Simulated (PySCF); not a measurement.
# B5BrH8 (nido-B5H9 (Br for H, site b on B)): the cost of one run

Programs: PySCF 2.14.0, with routines of our own; each step states its level. All values are computed. Atoms count from 0.

### Step 1. The starting structure

14 atoms, charge 0, multiplicity 1; geometry from: GFN2-xTB.

### Step 2. NMR shieldings: PBE0/pcJ-1 Br:dyall-v2z, spin–orbit

Job settings and geometry (Å):

```
{"job": {"kind": "hnmr", "xc": "PBE0", "basis": {"default": "pcJ-1", "Br": "dyall-v2z"}, "rel": "so"}, "charge": 0, "multiplicity": 1}
B     -1.186540     0.550870     0.034620
B      0.348380     0.710960     1.040880
B     -0.255560    -0.786530     0.513110
B     -0.289280    -0.524340    -1.163950
B      1.247790    -0.363410    -0.157040
H     -2.317390     0.780460     0.233490
H      0.573810     1.082780     2.127660
Br    -0.768460    -2.371720     1.553140
H     -0.625660    -1.241030    -2.026230
H      2.265320    -0.940340    -0.127270
H     -0.432590     1.594970     0.406040
H      1.422430     0.897380     0.260870
H      0.936830    -0.043990    -1.420120
H     -0.919070     0.653950    -1.275170
```

Method: PBE0/pcJ-1 Br:dyall-v2z GIAO NMR shielding, X2C with spin-orbit coupling, screened-nuclear two-electron part, Gaussian nuclei, gas phase.

The run is started by

```
$ OMP_NUM_THREADS=1 python heavy_run.py task.json out
```

This one command runs all jobs of the session in turn.

Q: Estimate the wall time and peak memory of this first job on 1 thread of Intel Xeon Platinum 8259CL at 2.50GHz, shared host.

About 3.9 min, with a peak of 1.7 GiB.
